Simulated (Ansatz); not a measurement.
Task: a rigid torsion scan of C2H6OSi, SMILES O[SiH]1CC1, with Ansatz 0.2.0 through its Python package. Give the script and its output. Level of theory (for the species named): r2SCAN, def2-SVP basis, multiplicity 1.

```yaml
atoms:
  - { symbol: O, position_ang: [-0.2740, 1.5643, -1.2878] }
  - { symbol: Si, position_ang: [-0.0940, 0.9701, 0.1983] }
  - { symbol: C, position_ang: [-0.5736, -0.8558, 0.2071] }
  - { symbol: C, position_ang: [0.9813, -0.5306, 0.3495] }
  - { symbol: H, position_ang: [-0.1506, 1.0095, -2.0657] }
  - { symbol: H, position_ang: [-0.8081, 1.6276, 1.3196] }
  - { symbol: H, position_ang: [-0.8890, -1.2305, -0.7163] }
  - { symbol: H, position_ang: [-1.0529, -1.1396, 1.0954] }
  - { symbol: H, position_ang: [1.3813, -0.6902, 1.3578] }
  - { symbol: H, position_ang: [1.5628, -0.7760, -0.4548] }
```

`c2h6osi_torsion.py`
```python
import ansatz as az
from ase import Atoms

atoms = Atoms(['O', 'Si', 'C', 'C', 'H', 'H', 'H', 'H', 'H', 'H'], positions=[
    [-0.274, 1.5643, -1.2878],
    [-0.094, 0.9701, 0.1983],
    [-0.5736, -0.8558, 0.2071],
    [0.9813, -0.5306, 0.3495],
    [-0.1506, 1.0095, -2.0657],
    [-0.8081, 1.6276, 1.3196],
    [-0.889, -1.2305, -0.7163],
    [-1.0529, -1.1396, 1.0954],
    [1.3813, -0.6902, 1.3578],
    [1.5628, -0.776, -0.4548],
])

first = (
    az.Crystal.molecule_from_ase(atoms).calculation()
    .basis(gaussian='def2-SVP')
    .functional('r2SCAN')
    .relax(force_tolerance=0.02, max_steps=80)
)
atoms.positions = first.run(threads=1).report['positions_ang']

start = atoms.get_dihedral(2, 1, 0, 4)
energies = {}
for turn in range(0, 360, 40):
    turned = atoms.copy()
    turned.set_dihedral(2, 1, 0, 4, start + turn, indices=[0, 4])
    calculation = az.Crystal.molecule_from_ase(turned).calculation().basis(gaussian='def2-SVP').functional('r2SCAN')
    energies[round((start + turn) % 360)] = calculation.run(threads=1).report['free_energy_ev']
floor = min(energies.values())
print('dihedral C2-Si1-O0-H4 (deg)   E - E(min) (kcal/mol)')
for angle, e in sorted(energies.items()):
    print(f'{angle:8d} {23.060548 * (e - floor):14.3f}  ' + '#' * int(30 * (e - floor) / max(max(energies.values()) - floor, 1e-9)))
```

```console
$ python c2h6osi_torsion.py
dihedral C2-Si1-O0-H4 (deg)   E - E(min) (kcal/mol)
      12          0.357  #######
      52          0.827  ################
      92          1.149  ######################
     132          1.520  ##############################
     172          1.430  ############################
     212          1.028  ####################
     252          0.761  ###############
     292          0.300  #####
     332          0.000
```

The scan is rigid and the energies are electronic, in a modest basis. With rigid groups the curve can differ much from the relaxed path, the start wasn't checked as a minimum of this torsion, and equivalent turns needn't return to the same energy. Run time: 83 s on 1 thread of Arm Neoverse V1, with other jobs on the host, peak memory 0.21 GiB.

(Lines on the test bed's own set-up are left out of the output.)
